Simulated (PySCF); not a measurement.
# CH7GeN3 (SMILES C=[N][GeH]([NH2])[NH2]): levels of theory compared

Wanted: a comparison of 3 runs (HF/STO-3G, PBE0/def2-SVP, TPSS/aug-cc-pVDZ) of CH7GeN3. 

The results are computed with PySCF 2.14.0.

## Step 1: The molecule

CH7GeN3 has 12 atoms, charge 0, and is taken as a singlet. SMILES: `C=[N][GeH]([NH2])[NH2]`. The shape comes from GFN2-xTB, which is rough for such elements, and wasn't checked as a minimum. This is one conformer, not always the lowest.

Bond lengths: C1–N2 1.248 Å, N2–Ge3 1.860 Å, Ge3–N4 1.817 Å, Ge3–N5 1.814 Å, C1–H6 1.090 Å, C1–H7 1.099 Å, Ge3–H8 1.496 Å, N4–H9 1.010 Å, N4–H10 1.011 Å, N5–H11 1.008 Å, N5–H12 1.008 Å. Some angles: C1–N2–Ge3 129.0°, N2–Ge3–N4 111.3°, N2–Ge3–N5 115.8°, N4–Ge3–N5 106.9°, N2–C1–H6 119.3°, N2–C1–H7 125.6°, N2–Ge3–H8 104.5°, N4–Ge3–H8 107.3°, N5–Ge3–H8 110.7°, Ge3–N4–H9 114.5°.

## Step 2: Energy and forces at HF/STO-3G (run 1)

job.py reads:

```python
# C=[N][GeH]([NH2])[NH2]
from pyscf import gto, scf

mol = gto.M(
    atom='''
C       -1.859590       1.149420      -0.172530
N       -1.058230       0.755930       0.698930
Ge       0.287460      -0.521510       0.562510
N        1.933420       0.237850       0.689900
N        0.281410      -1.517520      -0.953880
H       -2.574580       1.933440       0.074740
H       -1.924130       0.768390      -1.200850
H        0.104830      -1.389680       1.767100
H        2.148990       0.620290       1.599820
H        2.145920       0.948730       0.002640
H        1.077260      -1.418740      -1.565380
H       -0.562770      -1.566600      -1.502990
''',
    basis='sto-3g',
    charge=0,
    verbose=4,
    max_memory=1860,
)

mf = scf.RHF(mol)
mf.conv_tol = 1e-10
mf.kernel()
if not mf.converged:
    mf = mf.newton().run(mf.mo_coeff, mf.mo_occ)

e_tot = mf.e_tot
print('E = %.10f Eh' % e_tot)
grad = mf.nuc_grad_method().kernel()
dip = mf.dip_moment()
pop, q = mf.mulliken_pop()
```

The run is started by

```bash
$ OMP_NUM_THREADS=1 python job.py
```

Standard output:

```text
PySCF version 2.14.0

[... 68 lines left out ...]
converged SCF energy = -2254.45420849439
[... 12 lines left out ...]
Dipole moment(X, Y, Z, Debye): -0.23149,  1.06319, -1.44453
[... 58 lines left out ...]
charge of   11H =      0.14850
```

Wall time 9 s (1 thread of Intel Xeon at 2.50GHz (Skylake/Cascade Lake), shared host); peak memory 0.12 GiB.

## Step 3: Energy and gradient at PBE0/def2-SVP (run 2)

job.py reads:

```python
import pyscf.grad
from pyscf import gto, dft

system = gto.M(
    atom=[
    ('C', (-1.859590, 1.149420, -0.172530)),
    ('N', (-1.058230, 0.755930, 0.698930)),
    ('Ge', (0.287460, -0.521510, 0.562510)),
    ('N', (1.933420, 0.237850, 0.689900)),
    ('N', (0.281410, -1.517520, -0.953880)),
    ('H', (-2.574580, 1.933440, 0.074740)),
    ('H', (-1.924130, 0.768390, -1.200850)),
    ('H', (0.104830, -1.389680, 1.767100)),
    ('H', (2.148990, 0.620290, 1.599820)),
    ('H', (2.145920, 0.948730, 0.002640)),
    ('H', (1.077260, -1.418740, -1.565380)),
    ('H', (-0.562770, -1.566600, -1.502990)),
],
    verbose=3,
    charge=0,
    basis='def2-svp',
    max_memory=1860,
)

mf = dft.RKS(system)
mf.xc = 'pbe0'
mf.conv_tol = 1e-10
mf.grids.level = 5
mf.kernel()
if not mf.converged:
    mf = mf.newton().run(mf.mo_coeff, mf.mo_occ)

etot = mf.e_tot
print(f'total energy: {etot:.8f} hartree')
grad = mf.Gradients().kernel()
mf.analyze()
```

The run is started by

```bash
$ OMP_NUM_THREADS=1 python job.py
```

Standard output:

```text
converged SCF energy = -2282.65878240397
[... 27 lines left out ...]
MO #18  energy= -1.23476843765263  occ= 2
[... 20 lines left out ...]
MO #39  energy= 0.129787199320617  occ= 0
[... 20 lines left out ...]
MO #60  energy= 0.679355161630391  occ= 0
[... 20 lines left out ...]
MO #81  energy= 1.43270087413587   occ= 0
[... 20 lines left out ...]
MO #102 energy= 2.37121047239478   occ= 0
[... 20 lines left out ...]
MO #123 energy= 3.39423900569563   occ= 0
[... 13 lines left out ...]
Dipole moment(X, Y, Z, Debye): -0.15851,  1.23993, -2.02433
```

It took 2.1 min on 1 thread of Intel Xeon at 2.50GHz (Skylake/Cascade Lake), shared host; peak memory 1.3 GiB.

## Step 4: Energy and gradient at TPSS/aug-cc-pVDZ (run 3)

run.py reads:

```python
from pyscf import gto, dft

mol = gto.M(
    atom='''
C   -1.859590   1.149420  -0.172530
N   -1.058230   0.755930   0.698930
Ge   0.287460  -0.521510   0.562510
N    1.933420   0.237850   0.689900
N    0.281410  -1.517520  -0.953880
H   -2.574580   1.933440   0.074740
H   -1.924130   0.768390  -1.200850
H    0.104830  -1.389680   1.767100
H    2.148990   0.620290   1.599820
H    2.145920   0.948730   0.002640
H    1.077260  -1.418740  -1.565380
H   -0.562770  -1.566600  -1.502990
''',
    basis='aug-cc-pvdz',
    verbose=4,
    charge=0,
    max_memory=1860,
)

ks = dft.RKS(mol, xc='tpss')
ks.grids.level = 5
ks.conv_tol = 1e-10
ks.kernel()
if not ks.converged:
    ks = ks.newton().run(ks.mo_coeff, ks.mo_occ)

etot = ks.e_tot
print('E(%s) = %.9f' % ('TPSS', etot))
grad = ks.nuc_grad_method().kernel()
dip = ks.dip_moment()
pop, q = ks.mulliken_pop()
```

The run is started by

```bash
$ OMP_NUM_THREADS=1 python run.py
```

Standard output:

```text
PySCF version 2.14.0

[... 85 lines left out ...]
converged SCF energy = -2283.58310703602
[... 13 lines left out ...]
Dipole moment(X, Y, Z, Debye): -0.31077,  1.12277, -1.78915
[... 204 lines left out ...]
charge of   11H =     -0.04995
```

It took 7.3 min on 1 thread of Intel Xeon at 2.50GHz (Skylake/Cascade Lake), shared host; peak memory 2.8 GiB.

## Step 5: All runs side by side

```tsv
run	level	integration grid	energy (Eh)	dipole moment (D)	HOMO energy (eV)	LUMO energy (eV)	wall time
1	HF/STO-3G	–	-2254.454208	1.81	-7.47	8.27	9 s
2	PBE0/def2-SVP	5	-2282.658782	2.38	-6.39	-0.34	2.1 min
3	TPSS/aug-cc-pVDZ	5	-2283.583107	2.14	-5.32	-1.57	7.3 min
```

## Step 6: Summary of results

```
                       quantity           value
            run 3: total energy  -2283.58311 Eh
           run 3: dipole moment          2.14 D
             run 3: HOMO energy        -5.32 eV
             run 3: LUMO energy        -1.57 eV
           run 3: HOMO–LUMO gap         3.75 eV
run 3: largest force on an atom      1.855 eV/Å
```

What this shows: The dipole moment (its size) runs from 1.81 D (HF/STO-3G) to 2.38 D (PBE0/def2-SVP). The two ends differ in method and basis. The HOMO–LUMO gap runs from 3.75 eV (TPSS/aug-cc-pVDZ) to 15.73 eV (HF/STO-3G). Totals of different functionals can't be ranked against each other. In run 1 the basis is minimal, so the values are rough. All runs together took 9.5 min, the longest 7.3 min.
